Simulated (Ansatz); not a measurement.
# LaCoSi3: the cost of one run

Program: Ansatz 0.2.0. Level of theory: DFT r²SCAN, scalar-relativistic, plane waves, PAW. These are calculated values, not measurements.

1 further run of the same task is left out (set aside as unsound or not needed).

**1. The starting structure**

The cell holds 19 atoms (Co3La4Si12): a = 5.894 Å, b = 5.894 Å, c = 9.642 Å, α = 90.00°, β = 90.00°, γ = 90.00°.

The coordinates of this cell stand in the input of its own run.

The host was relaxed before at r²SCAN: a = 4.167 Å, b = 4.167 Å, c = 9.642 Å, α = 90.00°, β = 90.00°, γ = 90.00° (conventional cell), 16.746 Å³/atom.

Places, in fractions of the supercell: a vacancy on Co at (0.000, 0.500, 0.838). The start keeps the symmetry of the ideal site.

**2. The perfect crystal in the supercell of 20 atoms**

File input.yaml:

```yaml
crystal:
  lattice:
    - [4.1674988007, -4.1674988007, 0.0]
    - [-4.1674988007, -4.1674988007, 0.0]
    - [0.0, 0.0, -9.6420207859]
  atoms:
    - { symbol: Co, position: [0.0, 0.5, 0.8379236676] }
    - { symbol: Co, position: [0.5, 0.5, 0.3379236676] }
    - { symbol: Co, position: [0.5, 1.0, 0.8379236676] }
    - { symbol: Co, position: [0.0, 1.0, 0.3379236676] }
    - { symbol: La, position: [0.0, 0.5, 0.49515654] }
    - { symbol: La, position: [0.5, 0.5, 0.99515654] }
    - { symbol: La, position: [0.5, 1.0, 0.49515654] }
    - { symbol: La, position: [0.0, 1.0, 0.99515654] }
    - { symbol: Si, position: [0.0, 0.0, 0.5745564158] }
    - { symbol: Si, position: [0.5, 0.0, 0.0745564158] }
    - { symbol: Si, position: [0.5, 0.5, 0.5745564158] }
    - { symbol: Si, position: [0.0, 0.5, 0.0745564158] }
    - { symbol: Si, position: [0.25, 0.25, 0.2386821933] }
    - { symbol: Si, position: [0.75, 0.25, 0.7386821933] }
    - { symbol: Si, position: [0.75, 0.75, 0.2386821933] }
    - { symbol: Si, position: [0.25, 0.75, 0.7386821933] }
    - { symbol: Si, position: [0.75, 0.25, 0.2386821933] }
    - { symbol: Si, position: [0.25, 0.25, 0.7386821933] }
    - { symbol: Si, position: [0.25, 0.75, 0.2386821933] }
    - { symbol: Si, position: [0.75, 0.75, 0.7386821933] }
basis:
  ecutwfc: 500
  xc_grid: 3
kpoints:
  mp_grid: { grid: [4, 4, 2], shift: [0.5, 0.5, 0.5] }
hamiltonian:
  xc: r2scan
scf:
  occupations: { method: gaussian, width: 0.05 }
output:
  forces: true
  stress: true
  eigenvalues: true
```

Command:

```
$ ansatz run input.yaml --threads 8 --pin off --max-ram 14336MiB --backend cpu --events-out ev --progress --plain --runs-dir out
```

**Question.** How long does this run take on 8 threads of Arm Neoverse V2, shared host, and how much memory does it need?

About 4.4 s, with a peak of 1.2 GiB.
